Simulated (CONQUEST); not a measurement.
**Pb in CONQUEST: convergence with smearing width**

The system is Pb, a slab with vacuum.

```
Pb
1.0
     3.48000    0.00000    0.00000
     0.00000    6.02754    0.00000
     0.00000    0.00000   20.59000
Pb
6
Direct
  0.00000 0.66667 0.63575
  0.50000 0.16667 0.63575
  0.00000 0.33333 0.50000
  0.50000 0.83333 0.50000
  0.00000 0.66667 0.36425
  0.50000 0.16667 0.36425
```

```yaml
Program: CONQUEST 1.3
Task: convergence study
Functional: PBEsol
Potentials_or_basis: PseudoDojo NC PBEsol, SZP, grid cutoff 120 Ha
k_mesh: 6 × 3 × 1
Occupations: methfessel-paxton, width 0.4 eV
Spin: no spin polarisation
```

These are the settings of the first run; the series varies smearing width, with any setting tied to it.

Hardware: 1 thread of AMD EPYC (Zen 3) (shared host).

```
smearing width  energy less the tightest run (meV/atom)  largest force (eV/Å)  SCF cycles  CPU time (s)  peak memory (GiB)
        0.4 eV                                    -5.90                 0.226          12           120               0.99
        0.3 eV                                    -3.87                 0.240          14           120               0.99
        0.2 eV                                    -1.94                 0.240          18           140               0.99
        0.1 eV                                    -0.93                 0.225          20           150               0.99
       0.05 eV                                    -0.61                 0.214          18           130                  1
      0.025 eV                                    -0.26                 0.192          20           130               0.99
       0.01 eV                                    -0.07                 0.194          19           140                  1
      0.005 eV                                     0.00                 0.193          25           160                  1
```

Against the tightest run, the energy stays within 1 meV/atom from 0.1 eV on; the largest force stays within 0.005 eV/Å from 0.025 eV on. Narrower smearing needs a denser k mesh, so at a fixed mesh the narrowest width isn't the most accurate. The tightest run that finished is the yardstick and may itself not be fully converged.

Caveat, for the tightest run too: the atomic basis is small; the basis of atomic orbitals isn't converged, which shifts pressures, moduli and gaps. Spin-orbit coupling is left out, which matters for the levels of Pb.
